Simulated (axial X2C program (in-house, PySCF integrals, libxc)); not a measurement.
# FCuF⁺: bond lengths and stretches, held linear

The task here is to estimate one member of a computed series from the others.

Method: all-electron X2C, two-component (2c) or spin-free, F dyall-av3z, Cu dyall-v3z; program: an in-house X2C program for linear molecules on PySCF integrals.

All values are calculated.

2 further runs of the same task are left out: 2 set aside as unsound or not needed.

The first run:

task.json

```json
{"zs": [9, 29, 9], "q": 1, "bas": ["dyall-av3z", "dyall-v3z", "dyall-av3z"], "r0": [1.76, 1.76], "symm": 1, "scan": ["PBE0", "HF", "PBE"], "levels": ["PBE0", "HF", "LDA"], "nst": 2}
```

Keys: zs atomic numbers; q charge; bas basis sets; r0 starting distance in Å; symm equal bonds; scan levels of the two-bond scan; levels methods; nst determinants followed.

Command:

```bash
python solin.py task.json out
```

Masses F 18.998, Cu 62.930, F 18.998 u.

Steps of the session up to this table: Scan at PBE0, 2c; Scan at PBE, 2c; Scan at PBE0, spin-free.

One table of the session follows, with a row left open; its other results are not shown here.

| level | r(F–Cu) (Å) | r(Cu–F) (Å) | lower stretch (cm⁻¹) | upper stretch (cm⁻¹) |
| --- | --- | --- | --- | --- |
| PBE0, 2c | ? | ? | ? | ? |
| PBE, 2c | 1.700 | 1.700 | 588.8 | 746.8 |
| PBE0, spin-free | 1.680 | 1.680 | 599.9 | 704.8 |
| PBE, spin-free | 1.700 | 1.700 | 588.1 | 745.5 |

**Question.** Estimate the row for PBE0, 2c.

**Answer.** r(F–Cu) (Å): 1.679; r(Cu–F) (Å): 1.679; lower stretch (cm⁻¹): 601.4; upper stretch (cm⁻¹): 707.5. In the column «r(F–Cu) (Å)» it is the lowest.

Scans not shown above were run alike.

To keep in mind: The molecule was held linear; bending was not examined, so a bent shape may lie lower. Note: functional without a current term on a determinant with orbital currents, of the molecule or an atom.
